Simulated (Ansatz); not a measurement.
What does this script print? It uses Ansatz 0.2.0, Python API.

The script, `c2h5alo2.py`:
```python
'''X-H bond energies of C2H5AlO2 without relaxation.'''

import ansatz

BASIS_SET = 'cc-pVDZ'
XC = 'b3lyp'


def energy(molecule, charge=0, unpaired=0):
    calc = (
        molecule.calculation()
        .basis(gaussian=BASIS_SET)
        .functional(XC)
    )
    if charge:
        calc = calc.charge(charge)
    if unpaired:
        calc = calc.spin('collinear', total=unpaired)
    return calc.run().report['free_energy_ev']

def without(molecule, index):
    rest = ansatz.Crystal.molecule()
    for i, site in enumerate(molecule.cartesian_sites):
        if i != index:
            rest = rest.atom(site.symbol, site.position_ang)
    return rest

c2h5alo2 = (
    ansatz.Crystal.molecule()
    .atom('C', (-1.5445, -0.1818, 0.4022))
    .atom('Al', (0.223, -0.7815, 0.8857))
    .atom('O', (1.7002, -0.1839, -0.0631))
    .atom('C', (1.7766, 0.7219, -1.122))
    .atom('O', (0.6194, 1.1888, -1.5543))
    .atom('H', (-1.8101, -0.4021, -0.662))
    .atom('H', (-1.6101, 0.9688, 0.4993))
    .atom('H', (-2.3056, -0.5856, 1.0539))
    .atom('H', (0.4023, -1.7917, 2.1366))
    .atom('H', (2.632, 0.9961, -1.5733))
)

whole = energy(c2h5alo2, 0)
hydrogen = energy(ansatz.Crystal.molecule().atom('H', (0, 0, 0)), 0, 1)
print(f'E(molecule) = {whole:.5f} eV, E(H) = {hydrogen:.5f} eV')
for index in [7, 8, 9]:
    radical = energy(without(c2h5alo2, index), 0, 1)
    print(f'H{index}: homolysis {(radical + hydrogen - whole):.3f} eV')
```

Running `python c2h5alo2.py` prints:
```text
E(molecule) = -12847.72049 eV, E(H) = -13.63992 eV
H7: homolysis 4.869 eV
H8: homolysis 3.629 eV
H9: homolysis 4.254 eV
```

Caveats:
- Total energies depend on the basis set; only differences at equal settings carry meaning.
- The geometry is a force-field or estimated start, not a minimum of this method, and the basis set is short of its limit. All parts are taken at fixed geometry, without zero-point energy.
- b3lyp holds the VWN-RPA fit, as in Gaussian; the form of ORCA and Turbomole is b3lyp5.
- Wall time of the script: 9.1 s on 1 thread of AMD EPYC 9R45 96-Core Processor (Zen 5), with other jobs on the host, peak memory 0.31 GiB.
